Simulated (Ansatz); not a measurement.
**ZnGeSb2: a single-point run**

The task is a single-point run on ZnGeSb2. The structure is shown as the input types it. The cell is built on a prototype (ordering on zincblende) and needn't be the phase found in nature.

Method: density functional or hybrid calculation with the settings of its input, plane waves (as first typed), in Ansatz 0.2.0.

1 further run of the same task is left out (it didn't finish). Runs told in other sessions of the task aren't counted.

## Step 1: The structure to begin with

The structure is tetragonal, space group P-4m2 (No. 115). Conventional cell: a = 4.329 Å, b = 4.329 Å, c = 6.077 Å, α = 90.00°, β = 90.00°, γ = 90.00°. Around Zn (site symmetry -4m2) lie 4 Sb at 2.61 Å. Sb (site symmetry 2mm) has 2 Zn at 2.61 Å and 2 Ge at 2.68 Å in its first shell of neighbours. Around Ge (site symmetry -4m2) lie 4 Sb at 2.68 Å.

As a file:

```cif
data_structure
_symmetry_space_group_name_H-M 'P-4m2'
_symmetry_Int_Tables_number 115
_cell_length_a 4.3294
_cell_length_b 4.3294
_cell_length_c 6.0775
_cell_angle_alpha 90.000
_cell_angle_beta 90.000
_cell_angle_gamma 90.000
_cell_volume 113.91
loop_
_atom_site_label
_atom_site_type_symbol
_atom_site_symmetry_multiplicity
_atom_site_Wyckoff_symbol
_atom_site_fract_x
_atom_site_fract_y
_atom_site_fract_z
_atom_site_occupancy
Zn1 Zn 1 a 0.00000 0.00000 0.00000 1
Sb1 Sb 2 g 0.00000 0.50000 0.23897 1
Ge1 Ge 1 c 0.50000 0.50000 0.50000 1
```

## Step 2: The calculation

Contents of input.yaml:

```yaml
crystal:
  lattice:
    - [4.3293953794, 0.0, 0.0]
    - [0.0, 4.3293953794, 0.0]
    - [0.0, 0.0, 6.077491413]
  atoms:
    - { symbol: Zn, position: [0.0, 0.0, 0.0] }
    - { symbol: Sb, position: [0.0, 0.5, 0.2389723063] }
    - { symbol: Ge, position: [0.5, 0.5, 0.5] }
    - { symbol: Sb, position: [0.5, 0.0, 0.7610276937] }
kpoints:
  mp_grid: { grid: [4, 4, 4] }
hamiltonian:
  xc: r2scan
scf:
  occupations: { method: fermi_dirac, width: 0.02 }
  n_extra_bands: 5
  convergence: { dr2_threshold: 1.0 }
  max_iter: 56
output:
  forces: true
  stress: true
  eigenvalues: true
```

The run is started by

```
ansatz run input.yaml --threads 4 --pin off --max-ram 3686MiB --backend cpu --events-out ev --progress --plain --runs-dir out
```

Q: Will this input give a usable result? If not, why, and what should change?

This run ends as converged, with warnings (force scf threshold loose, stress scf threshold loose). Its log warns: «scf.convergence.dr2_threshold = 1e0 eV is looser than this run's default, which is 1e-7 eV or tighter. The error in the forces grows as the threshold's square root ...»

The threshold asked is loose, but the program put off the close and ended at dr2 = 3.0e-7, so little accuracy was lost here.

Run again and compare: delete scf.convergence.dr2_threshold (the default then holds).
